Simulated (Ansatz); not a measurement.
**CH₅NSn: up Jacob's ladder to CCSD(T)**

Aim: compute CH₅NSn with functionals from several rungs and with coupled cluster, and see how far each lands from CCSD(T) at the basis-set limit for the atomisation energy.

The runs use Ansatz 0.2.0, Gaussian basis; functionals in def2-TZVPP, the program's frozen cores in correlated methods.

The runs, in order: LDA (SPW92), PBE-D4, revPBE-D4, BLYP-D4, r2SCAN-D4, B97M-V, PBE0-D4, B3LYP-D4, r2SCANh-D4, r2SCAN0-D4, HSE06-D4, BHLYP-D4, CAM-B3LYP-D4, LC-ωPBE, ωB97X-V, ωB97M-V, B2PLYP, PBE-QIDH; CCSD(T)/def2-SVP; CCSD(T)/def2-TZVPP; MP2/def2-QZVPP; extrapolation to the limit; RPA on PBE.

## 1. The relaxed structure

The geometry comes from an earlier relaxation with PBE0-D4 in a triple-zeta def2 set; it is a stationary point, not always the lowest conformer. Sn takes the def2 core potential; no spin-orbit term is included.

SMILES `N=[CH][SnH3]`, 8 atoms, charge 0, spin multiplicity 1.

Atoms are counted from 1 here; the program's logs count them from 0.

Bond lengths: N1–C2 1.265 Å, N1–H4 1.024 Å, C2–Sn3 2.158 Å, C2–H5 1.101 Å, Sn3–H6 1.700 Å, Sn3–H7 1.709 Å, Sn3–H8 1.709 Å. Angles: C2–N1–H4 111.7°, N1–C2–Sn3 118.6°, N1–C2–H5 122.5°, Sn3–C2–H5 118.9°, C2–Sn3–H6 108.6°, C2–Sn3–H7 109.2°, C2–Sn3–H8 109.2°, H6–Sn3–H7 110.8°, H6–Sn3–H8 110.8°, H7–Sn3–H8 108.3°.

## 2. LDA

This LDA is Slater exchange with PW92 correlation.

in.yaml reads:

```yaml
crystal:
  periodic: [false, false, false]
  atoms:
    - {symbol: N, position_ang: [-1.283920, 0.969689, -0.850698]}
    - {symbol: C, position_ang: [-0.461761, 0.008763, -0.832759]}
    - {symbol: Sn, position_ang: [0.756228, -0.274948, 0.925578]}
    - {symbol: H, position_ang: [-1.804204, 1.006392, -1.731820]}
    - {symbol: H, position_ang: [-0.344373, -0.685934, -1.678574]}
    - {symbol: H, position_ang: [0.349660, 0.917880, 2.066235]}
    - {symbol: H, position_ang: [2.404842, -0.160536, 0.490103]}
    - {symbol: H, position_ang: [0.475528, -1.838408, 1.556235]}
basis:
  gaussian: {orbitals: def2-TZVPP}
hamiltonian: {xc: lda}
output: {orbitals: {seedname: orbitals}}
```

Started as:

```bash
ansatz run in.yaml --threads 2 --pin off --events-out ev --progress --plain --max-ram 4352MiB
```

Further steps of the session: PBE-D4 (GGA); revPBE-D4 (GGA); BLYP-D4 (GGA); r2SCAN-D4 (meta-GGA); B97M-V (meta-GGA); PBE0-D4 (hybrid); B3LYP-D4 (hybrid); r2SCANh-D4 (hybrid); r2SCAN0-D4 (hybrid); HSE06-D4 (hybrid); BHLYP-D4 (hybrid); CAM-B3LYP-D4 (range-separated); LC-ωPBE (range-separated); ωB97X-V (range-separated); ωB97M-V (range-separated); B2PLYP (double hybrid); PBE-QIDH (double hybrid); CCSD(T) in def2-SVP; CCSD(T) in def2-TZVPP; MP2 in def2-QZVPP; RPA on PBE orbitals.

**Question.** What will the summary of the whole plan be? Wanted: atomisation energy, CCSD(T)/CBS; farthest beyond LDA; mean size of error, GGA; mean size of error, meta-GGA; mean size of error, hybrid; mean size of error, range-separated; mean size of error, double hybrid; gap, smallest and largest; T1 diagnostic.

As calculated:

| quantity | value |
| --- | --- |
| atomisation energy, CCSD(T)/CBS | 2435.3 kJ/mol |
| functionals within 24.4 kJ/mol (1.0 %) | BLYP-D4, B97M-V, PBE0-D4, B3LYP-D4, HSE06-D4, CAM-B3LYP-D4, ωB97X-V, ωB97M-V |
| farthest beyond LDA | BHLYP-D4 (-87.7 kJ/mol) |
| mean size of error, GGA | 21.5 kJ/mol |
| mean size of error, meta-GGA | 22.6 kJ/mol |
| mean size of error, hybrid | 42.3 kJ/mol |
| mean size of error, range-separated | 12.7 kJ/mol |
| mean size of error, double hybrid | 47.9 kJ/mol |
| gap, smallest and largest | 3.72 eV (LDA (SPW92)), 11.40 eV (LC-ωPBE) |
| T1 diagnostic | 0.0136 |
| triples share of the correlation energy | 3.6 % |

**Reading.** LDA overbinds by 359.7 kJ/mol (15 %). PBE-D4 is off by +33.4 kJ/mol. Double hybrids carry the basis error of their MP2 part in triple zeta, and no dispersion term here, so their miss is partly the set-up's. The rungs range-separated, GGA, meta-GGA miss on average by less than the doubt on the reference (24.4 kJ/mol), so they tie. The reference freezes the cores and leaves out spin-orbit coupling and excitations past (T), and its outer-core shells are covered unevenly, so misses under about 24.4 kJ/mol can't be ranked. All levels share the lack of spin-orbit coupling, which lowers the free heavy atoms and so the true binding. Hartree-Fock recovers 67 % of the binding; the rest is correlation. CCSD(T) in def2-SVP is off by -173.1 kJ/mol, worse than the median functional, from the basis alone. Orbital gaps span 3.7 to 11.4 eV; exact exchange widens them. Correlated methods include outer-core shells of Sn, which these sets cover unevenly.
